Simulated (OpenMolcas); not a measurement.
# PBE0/ANO-RCC-VTZP (DKH2) run of AlCl2F (SMILES [F][Al]([Cl])[Cl]), part 2 of 2

OpenMolcas 26.06. Earlier steps stand in the parts before.

## 3. The triplet, same level

The input, job.inp:

```
* AlCl2F Kohn-Sham DFT
&GATEWAY
COORD
4
angstrom
F        0.087420       0.388220       1.682350
Al       0.004800       0.021530       0.093600
Cl       1.223040      -1.463690      -0.663450
Cl      -1.315270       1.053930      -1.112510
BASIS=ANO-RCC-VTZP
GROUP=NoSym
&SEWARD
&SCF
UHF
SPIN=3
KSDFT=PBE0
PRORBITALS=0
```

Launch:

```bash
$ export MOLCAS_MEM=1860
$ pymolcas job.inp > job.log
```

Standard output:

```text
--- Start Module: gateway ---

                                              &GATEWAY

                       available to each process: 1.9 GB of memory, 1 thread

++    Symmetry information:
      ---------------------

                    Character Table for C1

                             E
                    a        1  x, y, xy, Rz, z, xz, Ry, yz, Rx, I
--

++    Basis set information:
      ----------------------

      Basis set label: F.ANO-RCC...4S3P2D1F.

      Electronic valence basis set:
      ------------------
      Associated Effective Charge   9.000000 au
      Associated Actual Charge      9.000000 au
      Nuclear Model: Point charge

      Shell  nPrim  nBasis  Cartesian Spherical Contaminant
         s      14       4        X
         p       9       3        X
         d       4       2                 X
         f       3       1                 X

      Basis set label: AL.ANO-RCC...5S4P2D1F.

      Electronic valence basis set:
      ------------------
      Associated Effective Charge  13.000000 au
      Associated Actual Charge     13.000000 au
      Nuclear Model: Point charge

      Shell  nPrim  nBasis  Cartesian Spherical Contaminant
         s      17       5        X
         p      12       4        X
         d       5       2                 X
         f       3       1                 X

      Basis set label: CL.ANO-RCC...5S4P2D1F.

      Electronic valence basis set:
      ------------------
      Associated Effective Charge  17.000000 au
      Associated Actual Charge     17.000000 au
      Nuclear Model: Point charge

      Shell  nPrim  nBasis  Cartesian Spherical Contaminant
         s      17       5        X
         p      12       4        X
         d       5       2                 X
         f       4       1                 X
--

++    Molecular structure info:
      -------------------------

                    ************************************************
                    **** Cartesian Coordinates / bohr, angstrom ****
                    ************************************************

     Center  Label                x              y              z                     x              y              z
        1      F1               0.165200       0.733629       3.179181              0.087420       0.388220       1.682350
        2      AL2              0.009071       0.040686       0.176878              0.004800       0.021530       0.093600
        3      CL3              2.311211      -2.765973      -1.253739              1.223040      -1.463690      -0.663450
        4      CL4             -2.485500       1.991639      -2.102339             -1.315270       1.053930      -1.112510

                    ***************************************
                    *    InterNuclear Distances / bohr    *
                    ***************************************

               1 F1            2 AL2           3 CL3           4 CL4
    1 F1       0.000000
    2 AL2      3.085185        0.000000
    3 CL3      6.041801        3.901775        0.000000
    4 CL4      6.041792        3.901786        6.809070        0.000000

                    *******************************************
                    *    InterNuclear Distances / angstrom    *
                    *******************************************

               1 F1            2 AL2           3 CL3           4 CL4
    1 F1       0.000000
    2 AL2      1.632610        0.000000
    3 CL3      3.197183        2.064730        0.000000
    4 CL4      3.197179        2.064736        3.603205        0.000000
--

            Nuclear Potential Energy            244.29536169 au

--- Stop Module: gateway /rc=_RC_ALL_IS_WELL_ ---

--- Start Module: seward ---

                                              &SEWARD

                       available to each process: 1.9 GB of memory, 1 thread

               SEWARD will generate:
                  Multipole Moment integrals up to order  2
                  Kinetic Energy integrals
                  Nuclear Attraction integrals (point charge)
                  One-Electron Hamiltonian integrals
                  Velocity integrals
                  Relativistic Douglas-Kroll-Hess integrals:
                    - Parametrization         : EXP
                    - DKH order of Hamiltonian: 2
                    - DKH order of Properties : 0
                         - multipole moment operators
                         - electric potential operators
                         - contact operators
                  Orbital angular momentum around ( -0.0234  -0.1039  -0.4502 )
                  Velocity quadrupole around ( -0.0234  -0.1039  -0.4502 )
                  Atomic mean-field integrals
                  Two-Electron Repulsion integrals

                   Integrals are discarded if absolute value <: 1.00E-14
                   Integral cutoff threshold is set to       <: 1.00E-16

            Nuclear Potential Energy            244.29536169 au

      Basis set specifications :
      Symmetry species         a
      Basis functions          132

--- Stop Module: seward /rc=_RC_ALL_IS_WELL_ ---
--- Module seward spent 25 seconds ---

--- Start Module: scf ---

                                                &SCF

                       available to each process: 1.9 GB of memory, 1 thread

++    Input section:
      --------------

      Header of the integral files:

[... 9 lines left out ...]
      Nuclear repulsion energy =  244.29536169
[... 62 lines left out ...]
++ Convergence information
                               UHF PBE0       iterations: Energy and convergence statistics
[... 31 lines left out ...]
       Convergence after  22 Iterations
[... 3 lines left out ...]
 *                                             SCF/KS-DFT Program, Final results                                             *
 *                                                       Final Results                                                       *
[... 76 lines left out ...]
      NBO located      1.000 non-bonded electrons on atom CL3
      NBO located      1.000 non-bonded electrons on atom CL3
      NBO located      0.992 non-bonded electrons on atom CL4
      NBO located      1.000 non-bonded electrons on atom CL4
      NBO located      1.000 non-bonded electrons on atom CL4
      NBO located      1.000 non-bonded electrons on atom CL4
      NBO located      1.000 non-bonded electrons on atom CL4
      The remaining    9.974 electrons are to be considered as diffuse
--

++    Molecular orbitals:
      -------------------

      Title: Natural orbitals

      Molecular orbitals for symmetry species 1: a

          Orbital            1         2         3         4         5         6         7         8         9        10
          Energy         -102.1480 -102.1480  -56.2933  -24.7476   -9.6257   -9.5292   -7.3260   -7.3182   -7.3128   -7.3274
          Occ. No.          2.0000    2.0000    2.0000    2.0000    2.0000    2.0000    2.0000    2.0000    2.0000    2.0000

[... 131 lines of this table left out ...]
      132 CL4    4f3+       0.0000    0.0000   -0.0000   -0.0000   -0.0000   -0.0000   -0.0000   -0.0000    0.0000   -0.0000

          Orbital           11        12        13        14        15        16        17        18        19        20
          Energy           -7.3139   -7.2245   -4.4482   -2.7758   -2.7835   -2.7440   -1.0936   -0.5626   -0.4303   -0.4118
          Occ. No.          2.0000    2.0000    2.0000    2.0000    2.0000    2.0000    2.0000    2.0000    2.0000    2.0000

[... 131 lines of this table left out ...]
      132 CL4    4f3+       0.0000    0.0000    0.0001    0.0000    0.0001   -0.0003   -0.0002    0.0005    0.0008    0.0017

          Orbital           21        22        23        24        25        26        27        28        29        30
          Energy           -0.4023   -0.4501   -0.5038   -0.9062   -0.8924   -0.4312   -0.4114   -0.3603   -0.0820    0.1743
          Occ. No.          1.9999    1.9999    1.9998    1.9997    1.9996    1.9992    1.9981    1.0000    1.0000    0.0019

[... 131 lines of this table left out ...]
      132 CL4    4f3+       0.0022   -0.0010   -0.0017   -0.0007   -0.0006    0.0025    0.0024    0.0024    0.0024   -0.0336

          Orbital           31        32        33        34        35        36        37        38        39        40
          Energy            0.0682    0.4326    0.5010    0.5721    0.8036    1.2637    0.7822    0.4608    0.9610    1.3251
          Occ. No.          0.0008    0.0004    0.0003    0.0002    0.0001    0.0001    0.0000    0.0000    0.0000    0.0000

[... 131 lines of this table left out ...]
      132 CL4    4f3+      -0.0257    0.0071   -0.0024   -0.0869    0.1399   -0.1150   -0.0760   -0.0487   -0.0694    0.0680

          Orbital           41        42        43        44        45        46        47        48        49        50
          Energy            0.5113    1.3506    1.0970    1.5473    2.1103    1.9372    1.3439    1.6656    1.4517    1.6884
          Occ. No.          0.0000    0.0000    0.0000    0.0000    0.0000    0.0000    0.0000    0.0000    0.0000    0.0000

[... 131 lines of this table left out ...]
      132 CL4    4f3+       0.0704    0.0114    0.0693    0.1729   -0.1560    0.1427   -0.0165   -0.0525   -0.2017    0.1993

          Orbital           51        52        53        54        55        56        57        58        59        60
          Energy            1.0793    0.7457    4.9455    2.4510    2.3145    3.9270    0.5542    0.3298    0.3135    0.4739
          Occ. No.          0.0000    0.0000    0.0000    0.0000    0.0000    0.0000    0.0000    0.0000    0.0000    0.0000

[... 131 lines of this table left out ...]
      132 CL4    4f3+      -0.0856    0.0448   -0.0191    0.0468    0.0350    0.0407   -0.0265    0.0011   -0.0160    0.0115

          Orbital           61        62        63        64        65        66        67        68        69        70
          Energy            0.3277    0.9243    0.8185    1.1252    0.7973    1.2013    1.1328    0.4045    0.4220    1.5182
          Occ. No.          0.0000    0.0000    0.0000    0.0000    0.0000    0.0000    0.0000    0.0000    0.0000    0.0000

[... 131 lines of this table left out ...]
      132 CL4    4f3+      -0.0179    0.0164    0.0160   -0.2089   -0.0151   -0.0992   -0.0957   -0.0011   -0.0031    0.0819

          Orbital           71        72        73        74        75        76        77        78        79        80
          Energy            1.0663    1.1392    1.0395    0.4689    0.8328    1.5002    2.2474    1.9209    0.7537    4.8490
          Occ. No.          0.0000    0.0000    0.0000    0.0000    0.0000    0.0000    0.0000    0.0000    0.0000    0.0000

[... 131 lines of this table left out ...]
      132 CL4    4f3+       0.0570    0.0009    0.0306   -0.0069    0.0236   -0.0572   -0.1955   -0.0554   -0.0352   -0.0268

          Orbital           81        82        83        84        85        86        87        88        89        90
          Energy            6.5939    1.9088    1.1557    2.1482    1.0098    0.8092    2.9041    1.1850    6.9906    1.4685
          Occ. No.          0.0000    0.0000    0.0000    0.0000    0.0000    0.0000    0.0000    0.0000    0.0000    0.0000

[... 131 lines of this table left out ...]
      132 CL4    4f3+       0.0141   -0.1753    0.0990    0.3621    0.1320    0.0330    0.1750    0.0329   -0.0080    0.2058

          Orbital           91        92        93        94        95        96        97        98        99       100
          Energy            1.5310    4.8459    2.5229    5.6508    2.3018    1.2951    2.0571    1.2846    5.1552    6.1852
          Occ. No.          0.0000    0.0000    0.0000    0.0000    0.0000    0.0000    0.0000    0.0000    0.0000    0.0000

[... 131 lines of this table left out ...]
      132 CL4    4f3+      -0.0312    0.0691    0.0907   -0.0193    0.4595   -0.0011   -0.1494    0.0441   -0.0017    0.0440

          Orbital          101       102       103       104       105       106       107
          Energy            5.2201    5.2134    5.1677    6.3142    1.2839    1.8836    5.2351
          Occ. No.          0.0000    0.0000    0.0000    0.0000    0.0000    0.0000    0.0000

[... 131 lines of this table left out ...]
      132 CL4    4f3+       0.0328    0.0257    0.0003    0.0463   -0.0432   -0.0665   -0.0178
--

++    Molecular properties:
      ---------------------

      Charge (e):
                      =   -0.0000
      Dipole Moment (debye):
      Origin of the operator (angstrom)=   -0.0124   -0.0550   -0.2382
                   X= -1.1556E-01               Y= -5.1843E-01               Z= -2.2536E+00           Total=  2.3153E+00
      Quadrupole Moment (debye*angstrom):
      Origin of the operator (angstrom)=   -0.0124   -0.0550   -0.2382
                  XX= -4.1025E+01              XY= -1.7528E+00              XZ=  1.0492E-01              YY= -4.1247E+01
                  YZ= -1.1903E+00              ZZ= -4.6534E+01
      In traceless form (debye*angstrom)
                  XX=  2.8657E+00              XY= -2.6291E+00              XZ=  1.5738E-01              YY=  2.5320E+00
                  YZ= -1.7854E+00              ZZ= -5.3977E+00
--

--- Stop Module: scf /rc=_RC_ALL_IS_WELL_ ---
--- Module scf spent 48 seconds ---

.##################.
.# Happy landing! #.
.##################.

    Timing: Wall=74.87 User=66.54 System=8.31
```

Run time: 75 s. Hardware: 1 thread of Arm Neoverse V1, shared host; peak memory 0.99 GiB.

## 4. Outcome

The summary covers parts 1 to 2.

Level: PBE0/ANO-RCC-VTZP (DKH2).

| quantity | value |
| --- | --- |
| singlet: total energy | -1265.85580 Eh |
| singlet: dipole moment | 0.50 D |
| singlet: HOMO energy | -9.67 eV |
| singlet: LUMO energy | -1.38 eV |
| singlet: HOMO–LUMO gap | 8.29 eV |
| triplet: total energy | -1265.61400 Eh |
| triplet: dipole moment | 2.32 D |
| triplet: HOMO energy (highest over α and β) | -3.44 eV |
| triplet: ⟨S²⟩ | 2.008 |
| vertical energy of the triplet above the singlet | 6.580 eV |

**Reading.** At this shape the triplet lies 6.58 eV (635 kJ/mol) above the singlet. Mulliken charges (singlet) run from -0.35 on F1 to +0.48 on Al2.
